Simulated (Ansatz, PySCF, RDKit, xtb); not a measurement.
**Solving CH2BeSi, step by step**

Task: start from the formula CH2BeSi, draw up candidate structures, narrow them down in stages, and characterise the one that lies lowest at 298.15 K.

The funnel: GFN2-xTB relaxations, single points with a density functional, relaxations at B3LYP-D4/def2-TZVP, harmonic vibrations, and a last energy at a higher level. All values are calculated.

4 further runs of the same task are left out: 4 set aside as unsound or not needed.

## 1. Possible bonding patterns

All bonding patterns within simple valence rules are listed by program: one Lewis structure each, at most two rings and one unusual centre or charged pair. O–O, O–halogen and N–halogen bonds and N–N–N chains are not drawn. That gives 11 candidates.

```
label              SMILES     spin
 c142     [Be]1[C][SiH2]1  singlet
 c186     [Be]1[CH2][Si]1  singlet
 c262    [Be]1[CH]=[SiH]1  singlet
 c323      [BeH][C]#[SiH]  singlet
 c414    [BeH][SiH-]#[C+]  singlet
 c601  [BeH-]1[CH]=[Si+]1  singlet
 c678      [BeH][CH]=[Si]  triplet
 c696     [Be]1[C][SiH2]1  triplet
 c799     [Be]1[CH2][Si]1  triplet
 c840         [BeH][Si]#C  singlet
 c843      [BeH][CH]=[Si]  singlet
```

Candidates are built by distance geometry, with a force field where one applies, in up to four conformers (letters a to d). 16 starts with atoms placed at random are added, to find patterns that the rules miss.

**Question.** With final energies at CCSD(T)/def2-TZVPP, which structure will this search put lowest in free energy, and by what margin?

| quantity | value |
| --- | --- |
| lowest structure found | [BeH][CH]=[Si], singlet, Cs |
| next finalist | [BeH][C]#[SiH], singlet, 35.4 kcal/mol higher in G |
| share at equilibrium, among the finalists | 100.0 % |
| harmonic wavenumbers, lowest and highest (B3LYP-D4/def2-TZVP) | 134 and 3149 cm⁻¹ |
| rotational constants, same geometry | 1.385, 0.2585, 0.2178 cm⁻¹ |
| dipole moment (PBE0/def2-TZVPD) | 1.21 D |
| HOMO energy (PBE0/def2-TZVPD) | -7.09 eV |
| LUMO energy (PBE0/def2-TZVPD) | -2.52 eV |
| HOMO–LUMO gap (PBE0/def2-TZVPD) | 4.57 eV |
| lowest excitation (TD-B3LYP/def2-SVPD) | 2.86 eV (f = 0.000) |
| strongest of the states computed, same level | 4.75 eV (f = 0.079) |
| lowest triplet excitation, same level, Tamm-Dancoff | 2.53 eV |
| vertical ionisation energy | 9.14 eV |
| vertical electron affinity | 0.77 eV |
| vertical triplet less singlet | +2.44 eV |

The search ends on `[BeH][CH]=[Si]`. The margin of 35.4 kcal/mol over the next finalist is beyond the usual error of the last level; it says nothing of structures that weren't ranked. GFN2-xTB, HF/STO-3G, r2SCAN-D4/def2-SVP, B3LYP-D4/def2-TZVP, HF/def2-TZVPP and MP2/def2-TZVPP already put its bonding pattern lowest among the structures in one piece. A large T1 diagnostic among the finalists warns that one reference determinant may not suffice. It concerns: the finalist [BeH][C]#[SiH] (singlet). Lowest found is not proven lowest: the search is finite, and each finalist counts with one conformer. The lowest isomer need not be the one that is made and kept in a bottle, which depends on barriers.
